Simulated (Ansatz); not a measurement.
# MnPt2 (P-3m1) in Ansatz: convergence with k mesh

Aim: find how far k mesh must go before the results for MnPt2 settle, at r2SCAN. This setting moves, with any that are tied to it; all else stays.

Program: Ansatz 0.2.0. These are calculated values, not measurements. Logs are shortened: lines on timing, memory, paths and dates and some standing lists are left out, and cuts for length are marked.

### Step 1. The structure

Symmetry: P-3m1, No. 164, trigonal system. The conventional cell has a = 2.858 Å, b = 2.858 Å, c = 6.533 Å, α = 90.00°, β = 90.00°, γ = 120.00°. Around Pt (site symmetry 3m) lie 3 Mn at 2.64 Å and 9 Pt at 2.86 to 2.91 Å. Around Mn (site symmetry -3m) lie 6 Pt at 2.64 Å and 6 Mn at 2.86 Å.

The cell comes from a database or a generator and needn't be the stable form of this composition.

### Step 2. With k mesh 3 × 3 × 2

The input, input.yaml:

```yaml
crystal:
  lattice:
    - [2.8584044518, 0.0, 0.0]
    - [-1.4292022259, 2.4754508696, 0.0]
    - [0.0, 0.0, 6.532504]
  atoms:
    - { symbol: Pt, position: [0.6666666667, 0.3333333333, 0.316206] }
    - { symbol: Pt, position: [0.3333333333, 0.6666666667, 0.683794] }
    - { symbol: Mn, position: [0.0, 0.0, 0.0], spin: 4.0 }
hamiltonian:
  xc: r2scan
  pseudopotentials: { kind: paw }
magnetization:
  spin_polarized: true
kpoints:
  mp_grid: { grid: [3, 3, 2] }
scf:
  occupations: { method: fermi_dirac, width: 0.1 }
output:
  forces: true
  stress: true
  eigenvalues: true
```

Potentials or basis: Ansatz PAW.

Run with:

```console
$ ansatz run input.yaml --threads 2 --pin off --max-ram 5632MiB --backend cpu --events-out ev --progress --plain --runs-dir out
```

What it wrote:

```text
Warning: RAYON_NUM_THREADS=2 ignored (pool sized by the plan → 2); use --threads N
Engine: ansatz 0.2.0, x86_64-unknown-linux-gnu
Pseudopotentials: kind: paw
Pseudopotential: Pt, paw, valence charge 18, recommended cutoff 500 eV (meta_gga), Pt.paw.azcp
Pseudopotential: Mn, paw, valence charge 15, recommended cutoff 500 eV (meta_gga), Mn.paw.azcp
Functional definition: r2SCAN
  parameter k0 = 0.174
  parameter k1 = 0.065
  parameter a1 = 4.9479
  exchange = r2scan_x(k0 = k0, k1 = k1, a1 = a1)
  correlation = r2scan_c
Crystal: 3 atoms, lattice volume = 46.223 Å³
Basis set: ecut = 500 eV, 1163 PW (Γ), exchange–correlation on 96×96×192 points (64 copies of the dense FFT grid, shifted against one another)
Bands: 33, of which v1, the nominal top of the filled ones, is band 26 counted from 1 (25 counted from 0)
Symmetry: 12 space group operations
Space group: P-3m1 (ITA 164), of the structure as read, at distance tolerance 3.6e-5 Å
Magnetic group: BNS 164.85 (UNI 1315), of the structure as read, at distance tolerance 3.6e-5 Å
k-points: 6 of 18
Non-local potential: Pt, projectors of the file, l = 0: 3, l = 1: 2, l = 2: 2, l = 3: 1
Non-local potential: Mn, projectors of the file, l = 0: 3, l = 1: 2, l = 2: 3, l = 3: 1
PAW form: soft (Blöchl's): semilocal exchange-correlation on the pseudo side does not see the compensation charge
[... 37 lines left out ...]
Absolute magnetization: 4.6545 μB (∫|ρ↑−ρ↓|, with the PAW one-centre terms)
Spin contamination: 0.4721 ħ² per cell (⟨S²⟩ above its minimum at these occupations)
Per-site moments (μB) at R_I (Å): [(0.02348967968762349, 1.0906132915724027), (0.023489679687623607, 1.0906132915724025), (3.885917595860329, 1.0906132915724025)]
Free energy (F): -28978.605984 eV
Harris-Foulkes:  -28978.605984 eV  (|F-HF|=8.91e-10)
Internal energy: -28978.495527 eV  (E = F + TS)
E sigma→0 (E₀):  -28978.550756 eV
Entropy (-TS):   -0.110457 eV (-36.819 meV/atom)
Fermi energy:    19.140156 eV
--- Per-component energies (eV) ---
  E_band       = -605.830673
  E_kinetic    = 1574.987499
  E_local      = -4993.595210  (includes V_loc(G=0)·N_el)
  E_nonlocal   = 652.893759
  E_hartree    = 1928.042330
  E_xc         = -608.809985
  E_vxc        = -835.135606  (∫ρ·V_xc dr)
  E_paw        = -20273.723780  (= ΣΔE_a)
  E_vpaw       = -915.444552  (= ΣTr[D̂ρ^β])
  E_aug_tail   = 0.000280  (compensation charges beyond the density's cutoff)
  E_vtau       = 54.377372  (kinetic-family band-sum trace: ∫τ·v_τ [+ j·A + Jᵃ·Aᵃ] dr)
  E_ewald      = -7257.544389
  E_core_change = -0.746032  (= ΣΔE_core)
  E_smearing   = -0.110457  (= −TS)
  E_closure    = -0.000000  (closes the sum)
  Σ components = -28978.605984   (vs F -28978.605984, Δ=0.00e0)
--- Forces (eV/Å), atoms counted from 1 ---
  atom   1  Pt     0.00000000     0.00000000    -0.14013051
  atom   2  Pt    -0.00000000    -0.00000000     0.14013051
  atom   3  Mn    -0.00000000     0.00000000     0.00000000
  max |Σ_I F_I| component: 2.78e-17 eV/Å
--- Stress (GPa, compression-positive) ---
        6.179427      -0.000000       0.000000
       -0.000000       6.179427       0.000000
        0.000000       0.000000     -19.792268
  P = ⅓ Tr σ = -2.4778 GPa (-24.778 kbar)
--- Band table (eV; the first three rows and the last of 12) ---
  k-point 0 ↑: bands = ["-80.6493", "-80.6402", "-65.7090", "-34.5596", "-34.4337", "-34.0328", "-34.0328", "-34.0137", "-34.0137", "-33.1387", "-33.1387", "-33.0906", "10.0342", "12.5462", "13.2128", "15.6454", "15.6454", "15.8439", "15.8439", "16.1990", "16.3847", "16.3847", "16.7423", "16.8275", "17.4860", "17.4860", "18.4553", "18.4553", "18.6697", "18.6697", "30.1268", "30.9465", "35.4797"]
  k-point 1 ↑: bands = ["-80.6492", "-80.6402", "-65.7090", "-34.5797", "-34.4111", "-34.0342", "-34.0342", "-34.0123", "-34.0123", "-33.1388", "-33.1388", "-33.0934", "11.0391", "11.2098", "13.0333", "15.5197", "15.5866", "15.5866", "16.0227", "16.0227", "16.1410", "16.5686", "16.5686", "17.1377", "17.1377", "17.8694", "17.8694", "19.3397", "19.3397", "19.9302", "25.7235", "34.6961", "35.0372"]
  k-point 2 ↑: bands = ["-80.6353", "-80.6301", "-65.6970", "-34.5133", "-34.4321", "-34.2371", "-34.2228", "-34.0923", "-34.0599", "-33.2294", "-33.1617", "-33.0871", "12.7849", "13.4987", "14.0310", "14.4922", "15.2665", "15.4514", "15.8133", "16.0264", "16.2435", "16.5535", "17.3296", "17.4140", "18.2020", "18.6298", "18.9048", "19.3951", "20.4310", "22.0920", "26.9065", "30.7658", "31.0466"]
  k-point 5 ↓: bands = ["-80.5871", "-80.5871", "-60.1804", "-34.3362", "-34.3362", "-34.2323", "-34.1958", "-34.1958", "-34.1898", "-27.7199", "-27.7199", "-27.6669", "14.7403", "14.7403", "14.9094", "15.2930", "15.7382", "15.7382", "15.8785", "16.9492", "16.9492", "17.6696", "20.7037", "20.7037", "21.0946", "21.0946", "22.5753", "25.1632", "25.1632", "25.5538", "25.5538", "25.7964", "27.3056"]
```

Wall time 7.6 s (2 threads of Intel Xeon Platinum 8259CL at 2.50GHz (Skylake/Cascade Lake), shared host); peak memory 0.51 GiB.

Results:

| Property | Result |
| --- | --- |
| Free energy | -28978.6060 eV |
| Pressure | -2.5 GPa |
| Largest force | 0.140 eV/Å |
| Band gap on the k mesh | none (metal or under the smearing width) |
| Net moment | 4.03 μB per cell |
| Absolute moment | 4.65 μB per cell |
| Site moments | Pt +0.02; Mn +3.89 μB |

### Step 3. With k mesh 4 × 4 × 2

Edit input.yaml of step 2 so:

```diff
@@ -15,3 +15,3 @@
 kpoints:
-  mp_grid: { grid: [3, 3, 2] }
+  mp_grid: { grid: [4, 4, 2] }
 scf:
```

Potentials or basis: Ansatz PAW.

Run with:

```console
$ ansatz run input.yaml --threads 2 --pin off --max-ram 5632MiB --backend cpu --events-out ev --progress --plain --runs-dir out
```

Wall time 7 s (2 threads of Intel Xeon Platinum 8259CL at 2.50GHz (Skylake/Cascade Lake), shared host); peak memory 0.51 GiB.

What came out:

```yaml
Free_energy: -28978.8603 eV
Pressure: -2.5 GPa
Largest_force: 0.093 eV/Å
Band_gap_on_the_k_mesh: none (metal or under the smearing width)
Net_moment: 4.77 μB per cell
Absolute_moment: 5.00 μB per cell
Site_moments: Pt +0.32; Mn +4.03 μB
```

### Step 4. With k mesh 5 × 5 × 2

Edit input.yaml of step 3 so:

```diff
@@ -15,3 +15,3 @@
 kpoints:
-  mp_grid: { grid: [4, 4, 2] }
+  mp_grid: { grid: [5, 5, 2] }
 scf:
```

Run with:

```console
$ ansatz run input.yaml --threads 2 --pin off --max-ram 5632MiB --backend cpu --events-out ev --progress --plain --runs-dir out
```

Wall time 8.9 s (2 threads of Intel Xeon Platinum 8259CL at 2.50GHz (Skylake/Cascade Lake), shared host); peak memory 0.52 GiB.

What came out:

```
Free energy            : -28978.5870 eV
Pressure               : 0.1 GPa
Largest force          : 0.109 eV/Å
Band gap on the k mesh : none (metal or under the smearing width)
Net moment             : 5.43 μB per cell
Absolute moment        : 5.60 μB per cell
Site moments           : Pt +0.60; Mn +4.06 μB
```

### Step 5. With k mesh 6 × 6 × 3

Edit input.yaml of step 4 so:

```diff
@@ -15,3 +15,3 @@
 kpoints:
-  mp_grid: { grid: [5, 5, 2] }
+  mp_grid: { grid: [6, 6, 3] }
 scf:
```

Run with:

```console
$ ansatz run input.yaml --threads 2 --pin off --max-ram 5632MiB --backend cpu --events-out ev --progress --plain --runs-dir out
```

Wall time 11 s (2 threads of Intel Xeon Platinum 8259CL at 2.50GHz (Skylake/Cascade Lake), shared host); peak memory 0.54 GiB.

Results:

- Free energy: -28978.9203 eV
- Pressure: -2.9 GPa
- Largest force: 0.048 eV/Å
- Band gap on the k mesh: none (metal or under the smearing width)
- Net moment: 4.79 μB per cell
- Absolute moment: 5.02 μB per cell
- Site moments: Pt +0.33; Mn +4.03 μB

### Step 6. With k mesh 8 × 8 × 3

Edit input.yaml of step 5 so:

```diff
@@ -15,3 +15,3 @@
 kpoints:
-  mp_grid: { grid: [6, 6, 3] }
+  mp_grid: { grid: [8, 8, 3] }
 scf:
```

Potentials or basis: Ansatz PAW.

Run with:

```console
$ ansatz run input.yaml --threads 2 --pin off --max-ram 5632MiB --backend cpu --events-out ev --progress --plain --runs-dir out
```

Run time: 13 s. Hardware: 2 threads of Intel Xeon Platinum 8259CL at 2.50GHz (Skylake/Cascade Lake), shared host; peak memory 0.57 GiB.

It converged, with:

```yaml
Free_energy: -28978.8300 eV
Pressure: -2.5 GPa
Largest_force: 0.025 eV/Å
Band_gap_on_the_k_mesh: none (metal or under the smearing width)
Net_moment: 4.73 μB per cell
Absolute_moment: 4.97 μB per cell
Site_moments: Pt +0.30; Mn +4.01 μB
```

### Step 7. With k mesh 10 × 10 × 4

Edit input.yaml of step 6 so:

```diff
@@ -15,3 +15,3 @@
 kpoints:
-  mp_grid: { grid: [8, 8, 3] }
+  mp_grid: { grid: [10, 10, 4] }
 scf:
```

Run with:

```console
$ ansatz run input.yaml --threads 2 --pin off --max-ram 5632MiB --backend cpu --events-out ev --progress --plain --runs-dir out
```

Wall time 23 s (2 threads of Intel Xeon Platinum 8259CL at 2.50GHz (Skylake/Cascade Lake), shared host); peak memory 0.63 GiB.

Results (log left out):

```
Free energy            : -28978.8053 eV
Pressure               : -2.1 GPa
Largest force          : 0.042 eV/Å
Band gap on the k mesh : none (metal or under the smearing width)
Net moment             : 4.89 μB per cell
Absolute moment        : 5.11 μB per cell
Site moments           : Pt +0.37; Mn +4.03 μB
```

### Step 8. With k mesh 12 × 12 × 5

Edit input.yaml of step 7 so:

```diff
@@ -15,3 +15,3 @@
 kpoints:
-  mp_grid: { grid: [10, 10, 4] }
+  mp_grid: { grid: [12, 12, 5] }
 scf:
```

Run with:

```console
$ ansatz run input.yaml --threads 2 --pin off --max-ram 5632MiB --backend cpu --events-out ev --progress --plain --runs-dir out
```

It took 33 s on 2 threads of Intel Xeon Platinum 8259CL at 2.50GHz (Skylake/Cascade Lake), shared host; peak memory 0.7 GiB.

The run converged. Its results:

```yaml
Free_energy: -28978.8068 eV
Pressure: -2.0 GPa
Largest_force: 0.052 eV/Å
Band_gap_on_the_k_mesh: none (metal or under the smearing width)
Net_moment: 4.88 μB per cell
Absolute_moment: 5.10 μB per cell
Site_moments: Pt +0.36; Mn +4.03 μB
```

### Step 9. With k mesh 15 × 15 × 6

Edit input.yaml of step 8 so:

```diff
@@ -15,3 +15,3 @@
 kpoints:
-  mp_grid: { grid: [12, 12, 5] }
+  mp_grid: { grid: [15, 15, 6] }
 scf:
```

Potentials or basis: Ansatz PAW.

Run with:

```console
$ ansatz run input.yaml --threads 2 --pin off --max-ram 5632MiB --backend cpu --events-out ev --progress --plain --runs-dir out
```

Wall time 57 s (2 threads of Intel Xeon Platinum 8259CL at 2.50GHz (Skylake/Cascade Lake), shared host); peak memory 0.84 GiB.

The run converged. Its results:

```
Free energy            : -28978.8197 eV
Pressure               : -2.2 GPa
Largest force          : 0.042 eV/Å
Band gap on the k mesh : none (metal or under the smearing width)
Net moment             : 4.85 μB per cell
Absolute moment        : 5.07 μB per cell
Site moments           : Pt +0.35; Mn +4.03 μB
```

### Step 10. With k mesh 17 × 17 × 7

Edit input.yaml of step 9 so:

```diff
@@ -15,3 +15,3 @@
 kpoints:
-  mp_grid: { grid: [15, 15, 6] }
+  mp_grid: { grid: [17, 17, 7] }
 scf:
```

Run with:

```console
$ ansatz run input.yaml --threads 2 --pin off --max-ram 5632MiB --backend cpu --events-out ev --progress --plain --runs-dir out
```

It took 75 s on 2 threads of Intel Xeon Platinum 8259CL at 2.50GHz (Skylake/Cascade Lake), shared host; peak memory 0.95 GiB.

Results (log left out):

```
Free energy            : -28978.8187 eV
Pressure               : -2.1 GPa
Largest force          : 0.045 eV/Å
Band gap on the k mesh : none (metal or under the smearing width)
Net moment             : 4.86 μB per cell
Absolute moment        : 5.08 μB per cell
Site moments           : Pt +0.35; Mn +4.03 μB
```

### Step 11. The series at a glance

```
     k mesh  energy less the tightest run, at zero smearing (meV/atom)  pressure (GPa)  largest force (eV/Å)  absolute moment (μB)  SCF cycles  CPU time (s)  peak memory (GiB)
  3 × 3 × 2                                                      81.41           -2.48                 0.140                  4.65          19            14               0.51
  4 × 4 × 2                                                     -13.54           -2.52                 0.093                  5.00          19            13               0.51
  5 × 5 × 2                                                      83.04            0.15                 0.109                  5.60          20            16               0.52
  6 × 6 × 3                                                     -35.91           -2.85                 0.048                  5.02          20            20               0.54
  8 × 8 × 3                                                      -3.57           -2.45                 0.025                  4.97          20            25               0.57
10 × 10 × 4                                                       6.05           -2.06                 0.042                  5.11          19            43               0.63
12 × 12 × 5                                                       5.08           -2.01                 0.052                  5.10          20            63                0.7
15 × 15 × 6                                                      -0.36           -2.17                 0.042                  5.07          20           110               0.84
17 × 17 × 7                                                       0.00           -2.13                 0.045                  5.08          20           140               0.95
```

Against the tightest run, the energy stays within 1 meV/atom from 15 × 15 × 6 on; the pressure stays within 0.1 GPa from 15 × 15 × 6 on; the largest force stays within 0.005 eV/Å from 15 × 15 × 6 on; the absolute moment stays within 0.02 μB from 12 × 12 × 5 on. Meshes of other sizes hit other points, so gaps and Fermi surfaces needn't settle smoothly. The tightest run that finished is the yardstick and may itself not be fully converged.

Caveats: the magnetic or orbital state may not be the lowest; the PAW data sets come from PBE, with cores solved anew for the run's functional, which leaves a small shift of forces and pressure.
